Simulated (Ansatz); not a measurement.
# CH4ClInO: one species, many methods

The task here is to estimate one member of a computed series from the others.

Computed with Ansatz 0.2.0, Gaussian basis. Level: functionals in def2-TZVPP, the program's frozen cores in correlated methods.

The runs, in order: LDA (SPW92), PBE-D4, revPBE-D4, BLYP-D4, r2SCAN-D4, B97M-V, PBE0-D4, B3LYP-D4, r2SCANh-D4, r2SCAN0-D4, HSE06-D4, BHLYP-D4, CAM-B3LYP-D4, LC-ωPBE, ωB97X-V, ωB97M-V, B2PLYP, PBE-QIDH; CCSD(T)/def2-SVP; CCSD(T)/def2-TZVPP; MP2/def2-QZVPP; extrapolation to the limit; RPA on PBE.

## Structure used throughout

The geometry comes from an earlier relaxation with PBE0-D4 in a triple-zeta def2 set; it is a stationary point, not always the lowest conformer. In takes the def2 core potential; no spin-orbit term is included.

8 atoms, charge 0, spin multiplicity 1.

Atoms are counted from 1 here; the program's logs count them from 0.

Bond lengths: C1–O2 1.406 Å, C1–H5 1.097 Å, C1–H6 1.096 Å, C1–H7 1.096 Å, O2–In3 1.962 Å, In3–Cl4 2.332 Å, In3–H8 1.688 Å. Angles: O2–C1–H5 113.5°, O2–C1–H6 109.7°, O2–C1–H7 109.7°, H5–C1–H6 107.9°, H5–C1–H7 107.9°, H6–C1–H7 108.0°, C1–O2–In3 124.2°, O2–In3–Cl4 110.2°, O2–In3–H8 125.6°, Cl4–In3–H8 124.2°.

The first run:

File in.yaml:

```yaml
crystal:
  periodic: [false, false, false]
  atoms:
    - {symbol: C, position_ang: [0.442801, 1.240081, 0.036534]}
    - {symbol: O, position_ang: [0.547571, 0.035107, 0.754240]}
    - {symbol: In, position_ang: [-0.366085, -1.628272, 0.255144]}
    - {symbol: Cl, position_ang: [-1.629910, -1.304784, -1.677464]}
    - {symbol: H, position_ang: [-0.206239, 1.170055, -0.844687]}
    - {symbol: H, position_ang: [0.041929, 2.024527, 0.688744]}
    - {symbol: H, position_ang: [1.436525, 1.556138, -0.301178]}
    - {symbol: H, position_ang: [-0.266602, -3.092852, 1.088676]}
basis:
  gaussian: {orbitals: def2-TZVPP}
hamiltonian: {xc: lda}
output: {orbitals: {seedname: orbitals}}
```

Among the steps run: LDA; PBE-D4 (GGA); revPBE-D4 (GGA); BLYP-D4 (GGA); r2SCAN-D4 (meta-GGA); B97M-V (meta-GGA); PBE0-D4 (hybrid); B3LYP-D4 (hybrid); r2SCANh-D4 (hybrid); r2SCAN0-D4 (hybrid); HSE06-D4 (hybrid); BHLYP-D4 (hybrid); CAM-B3LYP-D4 (range-separated); LC-ωPBE (range-separated); ωB97X-V (range-separated); ωB97M-V (range-separated); B2PLYP (double hybrid); PBE-QIDH (double hybrid).

One table of the session follows, with a row left open; its other results are not shown here.

It belongs to the step «Frontier levels by functional». 

| functional | HOMO (eV) | LUMO (eV) | gap (eV) |
| --- | --- | --- | --- |
| LDA (SPW92) | -6.49 | -2.50 | 3.99 |
| PBE-D4 | -6.32 | -2.24 | 4.08 |
| revPBE-D4 | -6.25 | -2.13 | 4.12 |
| BLYP-D4 | -6.24 | -2.22 | 4.02 |
| r2SCAN-D4 | -6.60 | -1.98 | 4.62 |
| B97M-V | -6.71 | -2.21 | 4.50 |
| PBE0-D4 | -7.77 | -1.50 | 6.27 |
| B3LYP-D4 | -7.55 | -1.78 | 5.77 |
| r2SCANh-D4 | -7.15 | -1.69 | 5.46 |
| r2SCAN0-D4 | -7.98 | -1.34 | 6.65 |
| HSE06-D4 | -7.37 | -1.85 | 5.51 |
| BHLYP-D4 | -9.22 | -0.90 | 8.32 |
| CAM-B3LYP-D4 | -9.23 | -0.72 | 8.51 |
| LC-ωPBE | -10.56 | 0.40 | 10.97 |
| ωB97X-V | -10.23 | 0.27 | 10.50 |
| ωB97M-V | ? | ? | ? |

**Question.** Estimate the row for ωB97M-V.

As computed: HOMO (eV): -10.16; LUMO (eV): -0.04; gap (eV): 10.12. In the column «HOMO (eV)» it lies between ωB97X-V (-10.23) and CAM-B3LYP-D4 (-9.23).
